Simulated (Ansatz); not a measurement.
# BAsH₆ (SMILES [BH3-][AsH3+]): single points off equilibrium

How do the functionals fare away from a minimum? The structure is a structure displaced at random from a GFN2-xTB minimum.

Computed with Ansatz 0.2.0, Gaussian basis. Level: single points in def2-TZVPP.

Cores are frozen in the correlated methods. Filled d shells of the heavier atoms are correlated. B3LYP uses VWN-RPA correlation.

**1. Where the work starts**

SMILES `[BH3-][AsH3+]`, 8 atoms, charge 0, spin multiplicity 1.

Atoms are counted from 1 here; the program's logs count them from 0.

Bond lengths: B1–As2 2.103 Å, B1–H3 1.188 Å, B1–H4 1.188 Å, B1–H5 1.122 Å, As2–H6 1.461 Å, As2–H7 1.412 Å, As2–H8 1.420 Å. Angles: As2–B1–H3 100.5°, As2–B1–H4 99.6°, As2–B1–H5 105.7°, H3–B1–H4 114.3°, H3–B1–H5 121.1°, H4–B1–H5 112.0°, B1–As2–H6 119.2°, B1–As2–H7 124.0°, B1–As2–H8 121.3°, H6–As2–H7 98.5°, H6–As2–H8 95.0°, H7–As2–H8 91.8°.

Coordinates:

```mol
AsBH6
  3D, bonds by distance, orders not assigned

  8  7  0  0  0  0  0  0  0  0999 V2000
   -0.6442    0.2390   -1.0527 B   0  0
    0.4518   -0.1246    0.7053 As  0  0
   -1.7208   -0.1362   -0.7171 H   0  0
   -0.0797   -0.4971   -1.7947 H   0  0
   -0.4600    1.3161   -1.3080 H   0  0
    0.1011    0.5969    1.9258 H   0  0
    0.6422   -1.4058    1.2664 H   0  0
    1.8393    0.1657    0.7837 H   0  0
  1  2  8  0
  1  3  8  0
  1  4  8  0
  1  5  8  0
  2  6  8  0
  2  7  8  0
  2  8  8  0
M  END
```

**2. CCSD(T)/def2-TZVPP**

Input file run/in.yaml:

```yaml
crystal:
  periodic: [false, false, false]
  atoms:
    - {symbol: B, position_ang: [-0.644200, 0.239000, -1.052700]}
    - {symbol: As, position_ang: [0.451800, -0.124600, 0.705300]}
    - {symbol: H, position_ang: [-1.720800, -0.136200, -0.717100]}
    - {symbol: H, position_ang: [-0.079700, -0.497100, -1.794700]}
    - {symbol: H, position_ang: [-0.460000, 1.316100, -1.308000]}
    - {symbol: H, position_ang: [0.101100, 0.596900, 1.925800]}
    - {symbol: H, position_ang: [0.642200, -1.405800, 1.266400]}
    - {symbol: H, position_ang: [1.839300, 0.165700, 0.783700]}
basis:
  gaussian: {orbitals: def2-TZVPP}
correlation: {method: ccsd_t}
output: {forces: true}
```

No record of the launch command was kept for these runs.

**3. PBE0-D4/def2-TZVPP**

run/in.yaml: that of step 2 with these lines changed.

```diff
@@ -13,3 +13,3 @@
   gaussian: {orbitals: def2-TZVPP}
-correlation: {method: ccsd_t}
-output: {forces: true}
+hamiltonian: {xc: pbe0, dispersion: d4}
+output: {forces: true, orbitals: {seedname: orbitals}}
```

**4. wB97M-V/def2-TZVPP**

run/in.yaml: that of step 3 with these lines changed.

```diff
@@ -13,3 +13,3 @@
   gaussian: {orbitals: def2-TZVPP}
-hamiltonian: {xc: pbe0, dispersion: d4}
-output: {forces: true, orbitals: {seedname: orbitals}}
+hamiltonian: {xc: {name: wB97M-V}}
+output: {forces: true}
```

**5. r2SCAN-D4/def2-TZVPP**

run/in.yaml: that of step 4 with these lines changed.

```diff
@@ -13,3 +13,3 @@
   gaussian: {orbitals: def2-TZVPP}
-hamiltonian: {xc: {name: wB97M-V}}
+hamiltonian: {xc: r2scan, dispersion: d4}
 output: {forces: true}
```

**6. PBE-D4/def2-TZVPP**

run/in.yaml: that of step 5 with these lines changed.

```diff
@@ -13,3 +13,3 @@
   gaussian: {orbitals: def2-TZVPP}
-hamiltonian: {xc: r2scan, dispersion: d4}
+hamiltonian: {xc: pbe, dispersion: d4}
 output: {forces: true}
```

**7. B3LYP-D4/def2-TZVPP**

run/in.yaml: that of step 6 with these lines changed.

```diff
@@ -13,3 +13,3 @@
   gaussian: {orbitals: def2-TZVPP}
-hamiltonian: {xc: pbe, dispersion: d4}
+hamiltonian: {xc: {name: B3LYP}, dispersion: d4}
 output: {forces: true}
```

**8. r2SCAN0-D4/def2-TZVPP**

run/in.yaml: that of step 7 with these lines changed.

```diff
@@ -13,3 +13,3 @@
   gaussian: {orbitals: def2-TZVPP}
-hamiltonian: {xc: {name: B3LYP}, dispersion: d4}
+hamiltonian: {xc: {name: r2SCAN0}, dispersion: d4}
 output: {forces: true}
```

(Steps that only read results are left out.)

Q: Predict the outcome of this session. Wanted: energy less free atoms, CCSD(T)/def2-TZVPP; RMS force component; RMS force error; HOMO and LUMO, PBE0-D4; T1 diagnostic.

**Answer**, as computed:

| quantity | value |
| --- | --- |
| energy less free atoms, CCSD(T)/def2-TZVPP | -21.837 eV |
| RMS force component | 1.014 to 1.190 eV/Å over the methods |
| RMS force error | PBE0-D4 0.116, wB97M-V 0.049, r2SCAN-D4 0.094, PBE-D4 0.224, B3LYP-D4 0.092, r2SCAN0-D4 0.053 eV/Å |
| HOMO and LUMO, PBE0-D4 | -8.53 and 0.37 eV |
| T1 diagnostic | 0.010 |

**Reading.** Against CCSD(T) the functionals' energies less atoms differ by -0.684 to -0.304 eV, PBE-D4 by -0.403 eV. A larger basis would deepen the CCSD(T) value, while the functionals are nearly converged already, so the order here is not reliable. For forces wB97M-V does best and PBE-D4 worst. Frozen-core CCSD(T) forces in triple zeta carry basis errors of their own, and this is one geometry, so small gaps rank nothing.
